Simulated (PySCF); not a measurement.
# C₅H₁₀O₂Si: electronic excitations

Wanted: the electronic excitations of C₅H₁₀O₂Si (`C=CO[C@@H]1CO[SiH2]C1`), by calculation.

Computed with PySCF 2.14.0, with density-fitted response routines of our own, on a single molecule in the gas phase. Atoms count from 0, in the outputs and in this text.

## (1) The starting structure

18 atoms, charge 0, multiplicity 1; geometry from: GFN2-xTB.

Bonds of the start (Å): C0–C1 1.32, C1–O2 1.35, O2–C3 1.42, C3–C4 1.54, C4–O5 1.40, O5–Si6 1.63, Si6–C7 1.91, C7–C3 1.53, C0–H8 1.07, C0–H9 1.07, C1–H10 1.08, C3–H11 1.10, C4–H12 1.09, C4–H13 1.10, Si6–H14 1.46, Si6–H15 1.46, C7–H16 1.09, C7–H17 1.09.

## (2) TDDFT and polarisability: PBE0/def2-SVPD

Job settings and geometry (Å):

```
{"job": {"kind": "uv", "xc": "PBE0", "basis": "def2-SVPD", "nstates": 8, "ntriplets": 3}, "charge": 0, "multiplicity": 1}
C      2.270602    -1.568605    -0.253069
C      1.967770    -0.668289     0.669069
O      1.005006     0.280520     0.663171
C      0.143089     0.375408    -0.459661
C     -0.578670     1.723538    -0.321824
O     -1.704565     1.589971     0.501217
Si    -2.168912     0.053133     0.802717
C     -0.925894    -0.715247    -0.420222
H      1.740564    -1.673327    -1.182336
H      3.089263    -2.243536    -0.089810
H      2.527749    -0.597213     1.593001
H      0.741380     0.362731    -1.381500
H      0.094341     2.458611     0.127352
H     -0.901636     2.082883    -1.304477
H     -3.556705    -0.095261     0.382538
H     -1.906650    -0.309487     2.190961
H     -0.489646    -1.662475    -0.116548
H     -1.355846    -0.847021    -1.412235
```

Level: TDDFT PBE0/def2-SVPD, vertical, gas phase, core orbitals frozen in the response.

On the command line:

```bash
> OMP_NUM_THREADS=1 python probes_run.py task.json out
```

One launch serves the whole session: the jobs run in the order shown.

What will the session give for the following? lowest singlet (PBE0/def2-SVPD); brightest single state of those computed; lowest triplet. Wanted: lowest singlet; brightest single state of those computed; lowest triplet.

The runs gave:

```
                                quantity                        value
         lowest singlet (PBE0/def2-SVPD)  6.36 eV (195 nm), f = 0.016
brightest single state of those computed  state 5, 7.07 eV, f = 0.165
                          lowest triplet                      4.46 eV
```

In words: The first singlet state (HOMO→LUMO+1 0.52, HOMO→LUMO 0.39) lies at 6.36 eV and is weak; of the 8 states computed, the strongest absorption comes from state 5 at 7.07 eV. The lowest triplet lies 1.90 eV below the lowest singlet (triplets in Tamm-Dancoff, singlets in full TDDFT). States above −ε(HOMO) lie where TDDFT describes them poorly and they hang on the basis; the brightest is among them.
